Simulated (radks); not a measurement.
# Os¹³⁺ in [Kr] 4d10 4f13 5s2 5p2: an all-electron calculation

An exercise on one series of results from a longer session: the logs are not shown, and one member is left open.

The numbers are computed with radks (a radial shooting solver on a logarithmic mesh, Libxc functionals) version 1 (scalar-relativistic Kohn-Sham, PW91, spin-unpolarised, spherical densities, finite nucleus), except any that are marked as measured or tabulated.

## The atom as given

* element: osmium (Z = 76)
* charge: +13
* electrons: 63
* configuration: [Kr] 4d10 4f13 5s2 5p2
* nuclear rms radius: 5.4126 fm

The outer shells:

Os¹³⁺
```
[Kr] core
4d [↑↓][↑↓][↑↓][↑↓][↑↓]
4f [↑↓][↑↓][↑↓][↑↓][↑↓][↑↓][↑ ]
5s [↑↓]
5p [↑ ][↑ ][  ]
```

The first run:

The run's settings:

```text
Z 76
configuration [Kr] 4d10 4f13 5s2 5p2
relativity scalar-relativistic
functional pw91,pw91
spin unpolarised
nucleus finite rms 5.4126 fm
c 137.035999084
```

Among the steps run: Self-consistent calculation.

One of the session's tables, all rows but one given; the rest of the session is left out.

It belongs to the step «Orbitals and density». Radial moments (bohr):

| level | <r> | outermost maximum (interpolated) | 90 % within | nodes |
| --- | --- | --- | --- | --- |
| 1s | 0.01774 | 0.0110 | 0.0323 | 0 |
| 2s | 0.07490 | 0.0634 | 0.116 | 1 |
| 2p | 0.06727 | 0.0522 | 0.110 | 0 |
| 3s | 0.1939 | 0.179 | 0.284 | 2 |
| 3p | 0.1945 | 0.177 | 0.291 | 1 |
| 3d | 0.1761 | 0.144 | 0.273 | 0 |
| 4s | 0.4304 | 0.404 | 0.617 | 3 |
| 4p | 0.4569 | 0.424 | 0.662 | 2 |
| 4d | ? | ? | ? | ? |
| 5s | 0.9225 | 0.875 | 1.30 | 4 |
| 4f | 0.5220 | 0.399 | 0.833 | 0 |
| 5p | 1.012 | 0.957 | 1.43 | 3 |

**Question.** Estimate the row for 4d.

**Answer.** <r>: 0.4832; outermost maximum (interpolated): 0.433; 90 % within: 0.720; nodes: 1. In the column «<r>» it lies between 4p (0.4569) and 4f (0.5220).

To keep in mind: Spin polarisation and multiplet splitting are left out.
